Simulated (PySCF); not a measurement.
# C3H8GeO: the cost of one run

The runs use PySCF 2.14.0, with density-fitted response routines of our own; the level of theory stands in each step. All values are computed, except where a source is named. Atoms count from 0, in the outputs and in this text.

**1. The molecule as given**

13 atoms, charge 0, multiplicity 1; geometry from: GFN2-xTB. The atoms were then displaced at random by about 0.01 Å, so the start is not that level's minimum.

Bonds of the start (Å): C0–C1 1.53, C1–Ge2 1.98, C1–C3 1.48, C3–O4 1.17, C0–H5 1.12, C0–H6 1.07, C0–H7 1.07, C1–H8 1.08, Ge2–H9 1.50, Ge2–H10 1.49, Ge2–H11 1.51, C3–H12 1.17.

**2. Relaxing the molecule at PBE0-D3(BJ)/def2-SVP**

What the job is given:

```
{"job": {"xc": "PBE0", "basis": "def2-SVP", "d3": "d3bj", "grid": 1, "shake": 0.01, "kind": "geom"}, "charge": 0, "multiplicity": 1}
C     -0.990760    -1.201660    -0.054310
C     -0.284870     0.110370    -0.409330
Ge     1.652330     0.133790     0.012140
C     -0.809850     1.295770     0.297750
O     -0.152230     2.137210     0.781560
H     -2.076440    -1.097030    -0.296800
H     -0.579630    -2.009790    -0.619640
H     -0.891960    -1.389300     0.997910
H     -0.410290     0.313820    -1.459400
H      2.297100    -1.097560    -0.554180
H      2.341250     1.319620    -0.560330
H      1.886540     0.104460     1.501250
H     -1.975370     1.363410     0.353050
```

Run with:

```
$ OMP_NUM_THREADS=1 python probes_run.py task.json out
```

This one command runs all jobs of the session in turn.

**Question.** How long does this first job take on 1 thread of Arm Neoverse V1, shared host, and how much memory does it need?

About 1.9 min, with a peak of 0.54 GiB.
